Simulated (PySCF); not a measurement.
**How the numerical set-up moves the result for SrH**

The method stays; parts of the set-up, such as the basis or the Hamiltonian, are changed.

Method: method and basis as typed in the scripts; program: PySCF 2.14.0.

1 further run of the same task is left out (for a known fault of the program).

## 1. The starting structure

SrH: 2 atoms, charge 0, spin multiplicity 2.

Bond lengths: Sr1–H2 2.334 Å.

## 2. The base run

The input, input.py:

```python
from pyscf import gto, scf, mp

mol = gto.M(
    atom='Sr 0 0 0; H 0 0 2.334',
    basis='def2-svpd',
    ecp={'Sr': 'def2-svpd'},
    charge=0,
    spin=1,
    symmetry=True,
    verbose=3,
)
mf = scf.UHF(mol)
mf.kernel()
mp.MP2(mf).kernel()
mf.dip_moment()
print('orbital energies (hartree):', [e[max(0, n-3):n+3].round(4) for e, n in zip(mf.mo_energy, mol.nelec)])
```

Run with:

```sh
$ python input.py
```

The log of this run is left out.

Base result: E(SCF) = -30.887128 Eh, E(MP2) − E(SCF) = -0.08461 Eh, ⟨S²⟩ = 0.755, μ = 3.32 D (of the SCF density).

The bond length is a typed value, not an optimised one.

## 3. Core potential off

Variant 1 changes core potential: on → off. The core potential changes with it: totals don't compare.

The input, input.py:

```python
from pyscf import gto, scf, mp

mol = gto.M(
    atom='Sr 0 0 0; H 0 0 2.334',
    basis='def2-svpd',
    charge=0,
    spin=1,
    symmetry=True,
    verbose=3,
)
mf = scf.UHF(mol)
mf.kernel()
mp.MP2(mf).kernel()
mf.dip_moment()
print('orbital energies (hartree):', [e[max(0, n-3):n+3].round(4) for e, n in zip(mf.mo_energy, mol.nelec)])
```

Run with:

```sh
$ python input.py
```

## 4. Crenbl

Variant 2 changes basis set: def2-svpd → crenbl. The core potential changes with it: totals don't compare.

input.py: that of step 2 with these lines changed.

```diff
@@ -4,4 +4,4 @@
     atom='Sr 0 0 0; H 0 0 2.334',
-    basis='def2-svpd',
-    ecp={'Sr': 'def2-svpd'},
+    basis='crenbl',
+    ecp={'Sr': 'crenbl'},
     charge=0,
```

## 5. Density fitting auto

Variant 3 changes density fitting: none → auto.

input.py: that of step 2 with these lines changed.

```diff
@@ -12,2 +12,3 @@
 mf = scf.UHF(mol)
+mf = mf.density_fit()
 mf.kernel()
```

## 6. Density fitting weigend

Variant 4 changes density fitting: none → weigend.

input.py: that of step 2 with these lines changed.

```diff
@@ -12,2 +12,3 @@
 mf = scf.UHF(mol)
+mf = mf.density_fit(auxbasis='weigend')
 mf.kernel()
```

Q: Predict the outcome of this session. Wanted: for each run, E(SCF); from base; gap, α spin; SCF dipole; after the SCF.

The runs gave:

```
                             run  E(SCF) (hartree)  from base (eV)  gap, α spin (eV)  SCF dipole (D)  functions              after the SCF
                            base        -30.887128               0               n/a            3.32         34  MP2 correlation -2.302 eV
core potential off (poor choice)       -520.436269  not comparable              3.37            0.71         34  MP2 correlation -1.674 eV
                          crenbl        -30.833937  not comparable               n/a            3.50         24  MP2 correlation -0.943 eV
            density fitting auto        -30.887171         -0.0012               n/a            3.32         34  MP2 correlation -2.296 eV
         density fitting weigend        -30.797574         +2.4369               n/a            3.20         34  MP2 correlation -2.398 eV
```

What this shows: The largest comparable shift of the SCF energy, +2.437 eV, comes with the run “density fitting weigend”. Rows marked «poor choice» come from settings spoiled on purpose.
